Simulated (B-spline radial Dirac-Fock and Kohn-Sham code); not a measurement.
# Co³⁺: two attempts at the core levels

Aim: the K and L3 binding energies of Co³⁺ by ΔSCF.

Program: B-spline radial Dirac-Fock and Kohn-Sham code, version 5. Model: Delta-SCF core binding energies without Breit or QED terms under the stated settings. All values are calculated, but those marked as tabulated.

## Step 1: The atom as given

The Co³⁺ ion in the configuration [Ar] 3d6.

```yaml
nuclear_charge: 27
electrons: 24
mass_number: 59
nuclear_rms_radius: 3.7875 fm
```

## Step 2: First attempt

Settings in task.json:

```ini
rel = dirac
method = hf
nuc = fermi
radius_factor = 1.0
rmax = 45.0
h = 0.3
order = 8
points = 10
c_factor = 1.0
maxit = 60
damp = 0.5
ndamp = 3
tol = 1e-08
cfg = 1s2 2s2 2p6 3s2 3p6 3d11
```

Keys: rel is the Hamiltonian, nuc the nuclear model, radius_factor scales its radius, rmax is the box in bohr, h the logarithmic mesh step, order the B-spline order, points the quadrature points a cell, c_factor scales the speed of light; damp, ndamp, maxit and tol steer the iteration.

Command:

```bash
$ python xray2_run.py task.json out
```

Main fields of the result record, rounded:

```text
{
  "status": "refused",
  "warnings": ["overfilled shell"]
}
```

## Step 3: Diagnosis

The program refused the input. The fault: cfg puts more electrons into a shell than it can hold.

Remedy: set no cfg of its own.

## Step 4: Second try

Changed: cfg removed.

Main fields of the result record, rounded:

```text
{
  "status": "converged",
  "total_energy [Ha]": -1389.9568165,
  "virial_ratio": 1.984564,
  "iterations": [10, 10, 10],
  "converged": [true, true, true],
  "highest_orbital_energy [eV]": -55.74722,
  "holes": ["K", "L3"],
  "binding [eV]": [7779.014, 838.7595],
  "cells": 60
}
```

## Step 5: What came out

```
  quantity                                                  value
 first try                                                refused
     fault  cfg puts more electrons into a shell than it can hold
      cure                                            cfg removed
mended run              converged (ground state in 10 iterations)
 K binding                                              7779.0 eV
L3 binding                                               838.8 eV
```

The first try gave no usable level. The mended values lack Breit and QED terms.
